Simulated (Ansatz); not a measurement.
**KLuS2: a phonon run**

Aim: a sound phonon run of KLuS2. The structure is shown as the input types it.

Method: DFT, r2SCAN, PAW with Ansatz's default frozen-core files, scalar-relativistic; harmonic phonons by finite displacements, in Ansatz 0.2.0.

6 further runs of the same task are left out: 6 that didn't finish.

### Step 1. The system as given

The structure is trigonal, space group R-3m (No. 166). The conventional cell has a = 3.908 Å, b = 3.908 Å, c = 21.591 Å, α = 90.00°, β = 90.00°, γ = 120.00°. Around K (site symmetry -3m) lie 6 S at 3.11 Å. Around Lu (site symmetry -3m) lie 6 S at 2.68 Å. Around S (site symmetry 3m) lie 3 Lu at 2.68 Å and 3 K at 3.11 Å.

Coordinates:

```cif
data_structure
_symmetry_space_group_name_H-M 'R-3m:H'
_symmetry_Int_Tables_number 166
_cell_length_a 3.9076
_cell_length_b 3.9076
_cell_length_c 21.5911
_cell_angle_alpha 90.000
_cell_angle_beta 90.000
_cell_angle_gamma 120.000
_cell_volume 285.52
loop_
_atom_site_label
_atom_site_type_symbol
_atom_site_symmetry_multiplicity
_atom_site_Wyckoff_symbol
_atom_site_fract_x
_atom_site_fract_y
_atom_site_fract_z
_atom_site_occupancy
K1 K 3 a 0.00000 0.00000 0.00000 1
Lu1 Lu 3 b 0.66667 0.33333 0.83333 1
S1 S 6 c 0.33333 0.66667 0.90075 1
```

### Step 2. The run

input.yaml

```yaml
crystal:
  lattice:
    - [1.95381411966, 1.12803510793, 7.19704738209]
    - [-1.95381411966, 1.12803510793, 7.19704738209]
    - [0.0, -2.25607021587, 7.19704738209]
  atoms:
    - { symbol: K, position: [0.0, 0.0, 0.0] }
    - { symbol: Lu, position: [0.5, 0.5, 0.5] }
    - { symbol: S, position: [0.234085768257, 0.234085768257, 0.234085768257] }
    - { symbol: S, position: [0.765914231743, 0.765914231743, 0.765914231743] }
kpoints:
  mp_grid: { grid: [8, 8, 8] }
scf:
  occupations: { method: fixed }
hamiltonian:
  xc: r2scan
  pseudopotentials: { kind: paw }
phonons:
  supercell: [1, 1, 1]
```

On the command line:

```sh
$ ansatz run input.yaml --threads 1 --pin off --max-ram 3072MiB --backend cpu --events-out ev --progress --plain --runs-dir out
```

Standard output:

```text
Engine: ansatz 0.2.0
Pseudopotentials: kind: paw
Pseudopotential: K, paw, valence charge 9, recommended cutoff 500 eV (meta_gga), K.paw.azcp
Pseudopotential: Lu, paw, valence charge 25, recommended cutoff 500 eV (meta_gga), Lu.paw.azcp
Pseudopotential: S, paw, valence charge 6, recommended cutoff 500 eV (meta_gga), S.paw.azcp
Functional definition: r2SCAN
  parameter k0 = 0.174
  parameter k1 = 0.065
  parameter a1 = 4.9479
  exchange = r2scan_x(k0 = k0, k1 = k1, a1 = a1)
  correlation = r2scan_c
Error: memory limit exceeded: the `energy derivatives` phase needs 4.31 GiB against the run's memory maximum of 3.00 GiB; largest carriers: converged xc re-evaluation 2.03 GiB, ion tables 1.79 GiB, unmodelled-tail allowance 0.28 GiB, wavefunctions 0.07 GiB, xc box scratch 0.03 GiB; this run sums exchange and correlation above basis.xc_grid: 1 (its plan line states the level, which a resume's fixed deck keeps): xc box scratch, where this phase holds it, is freed by typing basis.xc_grid: 1 where that is served, the dense box, on which forces and the stress change with where the atoms sit on the grid; above 1 it holds sets of fields, each of the dense FFT grid's size, one where xc_sum_sets_ram_shed is told, and more where that grid is small for the threads, which a lower --threads can ease, or where more sets divide its points along the first axis more evenly among the threads; basis.xc_grid: 2 can take less where it holds more than four sets; beside a kernel that the sum folds it holds no such fields, which stand under nonlocal-correlation fold; on files that bring a core charge a lower level frees more under converged xc re-evaluation or converged xc re-evaluation excess, where this phase holds it, and far more under ion tables or, behind the SCF, source scf tables, which hold that charge on the exchange–correlation grid, the cube of the level in points for each point of the dense grid (where the key is left out runs that use forces, runs that use the stress, dielectric runs by a finite field, finite-displacement phonons, runs of phonons.displacement_patterns under a GGA or a meta-GGA, phonons by method: dfpt, dielectric runs by the response, runs on support functions, runs on PAW files under a meta-GGA or a hybrid on one, runs at kind: all_electron or under a hybrid on a GGA, runs under a text's formulas of a gradient, and runs on PAW files that evaluate rPW86 or Becke's exchange or LYP's correlation can take a finer level, which can go by the root key accuracy; a number is taken as typed; a frozen pass over a finer state takes that state's level too); a lower level also moves a phonon response's frequencies, a U that a linear-response series measures and a field's Born charges, by the response (dielectric, § Limitations, in the input reference) or by a finite field; with basis.ecutrho_ratio left out a phonons.method: dfpt run under a GGA can take a denser grid at level 1, and more memory; under checkpoint.post_process_only, output.atomic_orbital_hamiltonian's pass stands at its saved state's level: that level is lowered only in the run that saves the state, and a lower --threads takes less chiefly on a dense grid that is small for the threads; wavefunction blocks cannot be spilled: a `phonons` calculation is not among those that spill (`scf`, `evaluate`, and `md` and `relax` at a fixed cell)
with nothing else changed it takes a maximum of at least 4.31 GiB, with nothing to spare, and 4.74 GiB leaves up to a tenth: --max-ram 4.74GiB where that set the maximum, else more of the term that did, and with no share typed, where 4.74 GiB is over 0.88 of the host's memory or its container's limit, a share of 0.88 or more that holds the maximum too (--max-ram-frac F), where one does; The budget is ten elevenths of this run's memory maximum, which was set by `override`, `--max-ram`. Only more of that lifts it, as far as the next of its terms, where there is one: `probe`, the memory found free on the host or within its container's limit (plus what this process already holds); `hard-limit-fraction`, `--max-ram-frac`'s share of the host's memory or its container's limit, at most the whole. Or run on fewer --threads (every phase holds memory for each worker), or reduce the deck (k-points, bands, cutoff, basis.xc_grid; a resume cannot: its deck is fixed); --dry-run prints the memory plan (there is none under scf.eigensolver.kind: dense, nor of a phonons: deck that is refused for the q-mesh of its integrals; under relax.cell it leaves out what runs after the relaxation; the manual's page Python interface lists what else it leaves out, under The engine at run.memory_plan())
```

Run time: 7.1 s. Hardware: 1 thread of Intel Xeon Platinum 8488C (Sapphire Rapids), shared host; peak memory 0.28 GiB.

### Step 3. Reading the log

The run ended at the input check. The line that matters: «memory limit exceeded: the `energy derivatives` phase needs 4.31 GiB against the run's memory maximum of 3.00 GiB; largest carriers: converged xc re-evaluation 2.03 GiB, ion tables 1.79 GiB, unmodelled-tail allowance 0.28 GiB ...»

The job doesn't fit into the memory allowed. It asks for 4.31 GiB, and 3.00 GiB are there.

The cure: give it more memory, or shrink what the message names as the largest carriers.

### Step 4. Outcome

| quantity | value |
| --- | --- |
| ending | refused |
| cause | not enough memory |

**Reading.** The run has to be repeated with the input mended.
